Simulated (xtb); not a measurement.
# C2H5FOSi (SMILES F/C=C/O[SiH3]) at 4 levels

We compute a comparison of 4 runs (GFN-FF, GFN2-xTB, GFN0-xTB, GFN1-xTB) of C2H5FOSi. 

The calculation is run with xtb 6.7.1.

2 further runs of the same task are left out: 2 set aside as unsound or not needed.

## 1. The molecule

The species is C2H5FOSi (10 atoms), meant as a singlet with charge 0. SMILES: `F/C=C/O[SiH3]`. The coordinates come from a GFN2-xTB relaxation. This is one conformer, not always the lowest.

Bond lengths: F1–C2 1.346 Å, C2–C3 1.324 Å, C3–O4 1.339 Å, O4–Si5 1.635 Å, C2–H6 1.078 Å, C3–H7 1.083 Å, Si5–H8 1.464 Å, Si5–H9 1.452 Å, Si5–H10 1.464 Å. Some angles: F1–C2–C3 120.4°, C2–C3–O4 121.6°, C3–O4–Si5 131.7°, F1–C2–H6 113.3°, C3–C2–H6 126.3°, C2–C3–H7 120.5°, O4–C3–H7 117.9°, O4–Si5–H8 110.3°, O4–Si5–H9 98.3°, O4–Si5–H10 110.3°.

## 2. Energy and forces at GFN-FF (run 1)

The input, .CHRG:

```
0
```

The input, .UHF:

```
0
```

The input, coord:

```
$coord
     -4.305740974960      3.198796102938      2.677061617190  f
     -2.346548517993      1.577316601703      2.649755074689  c
     -1.241247707699      0.962021775524      0.490232751250  c
      0.710914968084     -0.646286334622      0.411828014340  o
      2.397174280872     -1.718214581555     -1.943583319178  si
     -1.839950738503      0.896864018747      4.501270937075  h
     -1.899628289519      1.757124042461     -1.276925736932  h
      0.786144965106     -3.076455233630     -3.735818473034  h
      4.100176567123     -3.323329054551     -0.510471718045  h
      3.638705447489      0.372181560245     -3.263349147355  h
$end
```

Launch:

```
$ xtb coord --grad --gfnff | tee coord.out
```

Log:

```text
* xtb version 6.7.1
[...]
         ::                     SUMMARY                     ::
         :::::::::::::::::::::::::::::::::::::::::::::::::::::
         :: total energy              -1.296803799596 Eh    ::
         :: gradient norm              0.039418049431 Eh/a0 ::
         ::.................................................::
         :: bond energy               -1.320769996702 Eh    ::
         :: angle energy               0.026075911923 Eh    ::
         :: torsion energy             0.000000021458 Eh    ::
         :: repulsion energy           0.071280585197 Eh    ::
         :: electrostat energy        -0.072294088401 Eh    ::
         :: dispersion energy         -0.003739535985 Eh    ::
         :: HB energy                 -0.000012206522 Eh    ::
         :: XB energy                  0.000000000000 Eh    ::
         :: bonded atm energy          0.002655509435 Eh    ::
         :: external energy            0.000000000000 Eh    ::
         :: add. restraining           0.000000000000 Eh    ::
         :: total charge               0.000000000000 e     ::
[...]
molecular dipole:
                 x           y           z       tot (Debye)
 q only:        1.095      -0.779      -0.933       4.159
           -------------------------------------------------
          | TOTAL ENERGY               -1.296803799596 Eh   |
          | GRADIENT NORM               0.039418049431 Eh/α |
           -------------------------------------------------
########################################################################
[WARNING] Runtime exception occurred
-1- gfnff_setup: Could not read topology file.
########################################################################
[...]
```

Standard error:

```text
normal termination of xtb
```

Run time: 0.021 s. Hardware: 1 thread of Intel Xeon 6975P-C (Granite Rapids), shared host.

## 3. Energy and forces at GFN2-xTB (run 2)

The input, xtb.inp:

```
$chrg 0
$spin 0
$end
```

The input, input.xyz:

```xyz
10

F     -2.27850000     1.69273000     1.41664000
C     -1.24174000     0.83468000     1.40219000
C     -0.65684000     0.50908000     0.25942000
O      0.37620000    -0.34200000     0.21793000
Si     1.26853000    -0.90924000    -1.02850000
H     -0.97366000     0.47460000     2.38197000
H     -1.00524000     0.92983000    -0.67572000
H      0.41601000    -1.62799000    -1.97691000
H      2.16972000    -1.75863000    -0.27013000
H      1.92552000     0.19695000    -1.72689000
```

Launch:

```
$ xtb input.xyz --json --gfn 2 --grad -I xtb.inp > xtb.out
```

Log (excerpt; [...] marks lines left out):

```text
* xtb version 6.7.1
[...]
          :  # basis functions                  31          :
[...]
          :  # electrons                        30          :
[...]
          :  Hamiltonian                  GFN2-xTB          :
[...]
          :  net charge                          0          :
          :  unpaired electrons                  0          :
[...]
   *** convergence criteria satisfied after 12 iterations ***
[...]
         ::                     SUMMARY                     ::
         :::::::::::::::::::::::::::::::::::::::::::::::::::::
         :: total energy             -17.381964770926 Eh    ::
         :: gradient norm              0.000560984973 Eh/a0 ::
         :: HOMO-LUMO gap              4.791875518454 eV    ::
         ::.................................................::
         :: SCC energy               -17.533200878140 Eh    ::
         :: -> isotropic ES            0.038127774458 Eh    ::
         :: -> anisotropic ES          0.001307179086 Eh    ::
         :: -> anisotropic XC         -0.002656303046 Eh    ::
         :: -> dispersion             -0.005114034991 Eh    ::
         :: repulsion energy           0.151236107214 Eh    ::
         :: add. restraining           0.000000000000 Eh    ::
         :: total charge               0.000000000000 e     ::
         :::::::::::::::::::::::::::::::::::::::::::::::::::::
[...]
        15        2.0000           -0.4010100             -10.9120 (HOMO)
        16                         -0.2249118              -6.1202 (LUMO)
[...]
molecular dipole:
                 x           y           z       tot (Debye)
 q only:        0.705      -0.507      -0.562
   full:        0.594      -0.429      -0.458       2.196
molecular quadrupole (traceless):
[...]
          | TOTAL ENERGY              -17.381964770926 Eh   |
          | GRADIENT NORM               0.000560984973 Eh/α |
          | HOMO-LUMO GAP               4.791875518454 eV   |
           -------------------------------------------------
[...]
```

Standard error:

```text
normal termination of xtb
```

It took 0.029 s on 1 thread of Intel Xeon 6975P-C (Granite Rapids), shared host.

Run 3 isn't shown in full; the table further down has it.

## 4. Energy and forces at GFN1-xTB (run 4)

Edit input.xyz of step 3 so:

```diff
@@ -1,3 +1,3 @@
 10
-
+start
 F     -2.27850000     1.69273000     1.41664000
```

Launch:

```
$ xtb input.xyz --gfn 1 --json --grad --chrg 0 --uhf 0 > run.log 2> xtb.err
```

Log:

```text
* xtb version 6.7.1
[...]
          :  # basis functions                  36          :
[...]
          :  # electrons                        30          :
[...]
          :  Hamiltonian                  GFN1-xTB          :
[...]
          :  net charge                          0          :
          :  unpaired electrons                  0          :
[...]
   *** convergence criteria satisfied after 10 iterations ***
[...]
         ::                     SUMMARY                     ::
         :::::::::::::::::::::::::::::::::::::::::::::::::::::
         :: total energy             -18.668997433347 Eh    ::
         :: gradient norm              0.046594145435 Eh/a0 ::
         :: HOMO-LUMO gap              5.089152360592 eV    ::
         ::.................................................::
         :: SCC energy               -18.816491688427 Eh    ::
         :: -> electrostatic           0.043842140314 Eh    ::
         :: repulsion energy           0.150302626396 Eh    ::
         :: dispersion energy         -0.002808371316 Eh    ::
         :: halogen bond corr.         0.000000000000 Eh    ::
         :: add. restraining           0.000000000000 Eh    ::
         :: total charge               0.000000000000 e     ::
         :::::::::::::::::::::::::::::::::::::::::::::::::::::
[...]
        15        2.0000           -0.4300234             -11.7015 (HOMO)
        16                         -0.2430005              -6.6124 (LUMO)
[...]
     #   Z sym  total        # sym  WBO       # sym  WBO       # sym  WBO
 ---------------------------------------------------------------------------
     1   9 F    1.066 --     2 C    0.942
     2   6 C    3.853 --     3 C    1.842     6 H    0.966     1 F    0.942
     3   6 C    3.903 --     2 C    1.842     4 O    0.985     7 H    0.965
     4   8 O    2.406 --     5 Si   1.305     3 C    0.985
     5  14 Si   4.196 --     4 O    1.305     8 H    0.942    10 H    0.942
                             9 H    0.940
     6   1 H    1.007 --     2 C    0.966
     7   1 H    0.999 --     3 C    0.965
     8   1 H    0.990 --     5 Si   0.942
     9   1 H    0.993 --     5 Si   0.940
    10   1 H    0.990 --     5 Si   0.942
 ---------------------------------------------------------------------------
[...]
          | TOTAL ENERGY              -18.668997433347 Eh   |
          | GRADIENT NORM               0.046594145435 Eh/α |
          | HOMO-LUMO GAP               5.089152360592 eV   |
           -------------------------------------------------
[...]
```

Standard error:

```text
normal termination of xtb
```

It took 0.034 s on 1 thread of Intel Xeon 6975P-C (Granite Rapids), shared host.

## 5. All runs side by side

```
run     level  energy (Eh)  dipole moment (D)  dispersion energy (kJ/mol)  largest force (eV/Å)  wall time
  1    GFN-FF    -1.296804               4.16                       -9.82                 1.234    0.021 s
  2  GFN2-xTB   -17.381965               2.20                      -13.43                 0.015    0.029 s
  3  GFN0-xTB   -15.952530               2.36                       -5.85                 1.007    0.029 s
  4  GFN1-xTB   -18.668997               1.25                       -7.37                 1.882    0.034 s
```

## 6. What came out

```
                       quantity         value
            run 4: total energy  -18.66900 Eh
           run 4: dipole moment        1.25 D
             run 4: HOMO energy     -11.70 eV
             run 4: LUMO energy      -6.61 eV
           run 4: HOMO–LUMO gap       5.09 eV
       run 4: dispersion energy  -7.37 kJ/mol
run 4: largest force on an atom    1.882 eV/Å
```

**Reading.** The dipole moment (its size) runs from 1.25 D (GFN1-xTB) to 4.16 D (GFN-FF). Over runs 2, 3, 4 the HOMO–LUMO gap runs from 4.13 eV (GFN0-xTB) to 5.09 eV (GFN1-xTB). Force-field and semi-empirical energies have zeros of their own, so their totals don't compare. All runs together took 0.11 s, the longest 0.034 s.
